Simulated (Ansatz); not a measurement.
## C2H5BrSn, SMILES C[CH2][Sn][Br]: an atomisation energy, step by step

Computed with Ansatz 0.2.0, Python API.

Interactive session:
```pycon
>>> from collections import Counter
>>> import ansatz as az
>>> def energy(molecule, charge=0, unpaired=0):
...     calc = molecule.calculation().basis(gaussian="def2-TZVP").functional("hf")
...     if charge:
...         calc = calc.charge(charge)
...     if unpaired:
...         calc = calc.spin("collinear", total=unpaired)
...     return calc.run(threads=1).report["free_energy_ev"]
...
>>> GEOMETRY = """
... C    -0.30060    0.88440    0.19990
... C     0.36490   -0.32700    0.66120
... Sn    1.21250   -1.35310   -1.02020
... Br   -0.49170   -1.97050   -2.64450
... H    -1.15610    0.65130   -0.54020
... H    -0.79580    1.47160    1.05640
... H     0.39540    1.61290   -0.31160
... H     1.20860   -0.03200    1.37300
... H    -0.34870   -0.98390    1.20870
... """
>>> mol = az.Crystal.molecule()
>>> for line in GEOMETRY.strip().splitlines():
...     symbol, *xyz = line.split()
...     mol = mol.atom(symbol, [float(v) for v in xyz])
...
>>> # Hund ground states
>>> unpaired = {"C": 2, "Sn": 2, "Br": 1, "H": 1}
>>> counts = Counter(site.symbol for site in mol.cartesian_sites)
>>> atom_energy = {s: energy(az.Crystal.molecule().atom(s, (0, 0, 0)), 0, unpaired[s]) for s in counts}

>>> whole = energy(mol, 0, 0)
>>> for s, e in atom_energy.items():
...     print(f"{s:2s} x{counts[s]}  {e:14.5f} eV")
...
C  x2     -1025.66459 eV
Sn x1     -5805.27487 eV
Br x1    -69998.51831 eV
H  x5       -13.60052 eV
>>> print(f"C2H5BrSn: {whole:.5f} eV")
C2H5BrSn: -77946.20948 eV
>>> split = sum(counts[s] * e for s, e in atom_energy.items()) - whole
>>> print(f"atomisation energy (no zero-point term): {96.485332 * split:.1f} kJ/mol, {split / sum(counts.values()):.3f} eV an atom")
atomisation energy (no zero-point term): 2227.3 kJ/mol, 2.565 eV an atom
```

2227.3 kJ/mol from the electronic energies, without the zero-point term.

Reading the output:
- Total energies depend on the basis set; only differences at equal settings carry meaning.
- The geometry is a force-field or estimated start, not a minimum of this method, and the basis set is short of its limit. All parts are taken at fixed geometry, without zero-point energy.
- def2 sets replace the cores of elements past krypton by effective core potentials.
- Hartree-Fock leaves correlation out, so bond, atomisation and ionisation energies come out well too low.
- The spin-orbit lowering of heavy atoms is left out.
- Finished in 6.9 s on 1 thread of Intel(R) Xeon(R) 6975P-C (Granite Rapids), with other jobs on the host, peak memory 0.58 GiB.

(Lines on the test bed's own set-up are left out of the output.)
